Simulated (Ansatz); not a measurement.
# BBrClH3OSi: a ladder of functionals and wavefunction methods

An exercise on one series of results from a longer session: the logs are not shown, and one member is left open.

The runs use Ansatz 0.2.0, Gaussian basis; functionals in def2-TZVPP, the program's frozen cores in correlated methods.

Levels to be run: LDA (SPW92), PBE-D4, revPBE-D4, BLYP-D4, r2SCAN-D4, B97M-V, PBE0-D4, B3LYP-D4, r2SCANh-D4, r2SCAN0-D4, HSE06-D4, BHLYP-D4, CAM-B3LYP-D4, LC-ωPBE, ωB97X-V, ωB97M-V, B2PLYP, PBE-QIDH; CCSD(T)/def2-SVP; CCSD(T)/def2-TZVPP; MP2/def2-QZVPP; extrapolation to the limit; RPA on PBE.

## Structure used throughout

The geometry comes from an earlier relaxation with PBE0-D4 in a triple-zeta def2 set; it is a stationary point, not always the lowest conformer.

SMILES `[SiH3]OB(Cl)Br`, 8 atoms, charge 0, spin multiplicity 1.

Atoms are counted from 1 here; the program's logs count them from 0.

Bond lengths: Si1–O2 1.670 Å, Si1–H6 1.481 Å, Si1–H7 1.481 Å, Si1–H8 1.479 Å, O2–B3 1.329 Å, B3–Cl4 1.748 Å, B3–Br5 1.932 Å. Angles: O2–Si1–H6 109.4°, O2–Si1–H7 109.3°, O2–Si1–H8 105.5°, H6–Si1–H7 110.8°, H6–Si1–H8 110.8°, H7–Si1–H8 110.8°, Si1–O2–B3 133.7°, O2–B3–Cl4 120.4°, O2–B3–Br5 120.9°, Cl4–B3–Br5 118.8°.

The first run:

in.yaml

```yaml
crystal:
  periodic: [false, false, false]
  atoms:
    - {symbol: Si, position_ang: [-0.995056, -0.649962, -0.448843]}
    - {symbol: O, position_ang: [-0.137054, 0.231607, 0.680382]}
    - {symbol: B, position_ang: [1.076041, 0.775107, 0.691539]}
    - {symbol: Cl, position_ang: [1.640642, 1.646892, 2.097235]}
    - {symbol: Br, position_ang: [2.246416, 0.619549, -0.837781]}
    - {symbol: H, position_ang: [-1.171081, 0.161276, -1.675034]}
    - {symbol: H, position_ang: [-0.267304, -1.904648, -0.747005]}
    - {symbol: H, position_ang: [-2.300505, -0.936820, 0.183707]}
basis:
  gaussian: {orbitals: def2-TZVPP}
hamiltonian: {xc: lda}
output: {orbitals: {seedname: orbitals}}
```

Steps of the session up to this table: LDA; PBE-D4 (GGA); revPBE-D4 (GGA); BLYP-D4 (GGA); r2SCAN-D4 (meta-GGA); B97M-V (meta-GGA); PBE0-D4 (hybrid); B3LYP-D4 (hybrid); r2SCANh-D4 (hybrid); r2SCAN0-D4 (hybrid); HSE06-D4 (hybrid); BHLYP-D4 (hybrid); CAM-B3LYP-D4 (range-separated); LC-ωPBE-D4 (range-separated; the results give it without D4); ωB97X-V (range-separated); ωB97M-V (range-separated); B2PLYP (double hybrid); PBE-QIDH (double hybrid).

One table of the session follows, with a row left open; its other results are not shown here.

It belongs to the step «Orbital energies across the functionals». 

```
  functional  HOMO (eV)  gap (eV)
 LDA (SPW92)      -7.35      5.37
      PBE-D4      -7.19      5.48
   revPBE-D4      -7.13      5.53
     BLYP-D4      -7.01      5.49
   r2SCAN-D4      -7.54      6.15
      B97M-V          ?         ?
     PBE0-D4      -8.53      7.78
    B3LYP-D4      -8.24      7.32
  r2SCANh-D4      -8.03      6.97
  r2SCAN0-D4      -8.76      8.20
    HSE06-D4      -8.13      7.00
    BHLYP-D4      -9.70     10.08
CAM-B3LYP-D4      -9.86     10.29
     LC-ωPBE     -11.29     12.84
     ωB97X-V     -10.91     12.42
     ωB97M-V     -10.76     12.10
```

Q: Estimate the row for B97M-V from the others.

The run gave: HOMO (eV): -7.65; gap (eV): 6.36. In the column «HOMO (eV)» it lies between r2SCANh-D4 (-8.03) and r2SCAN-D4 (-7.54).
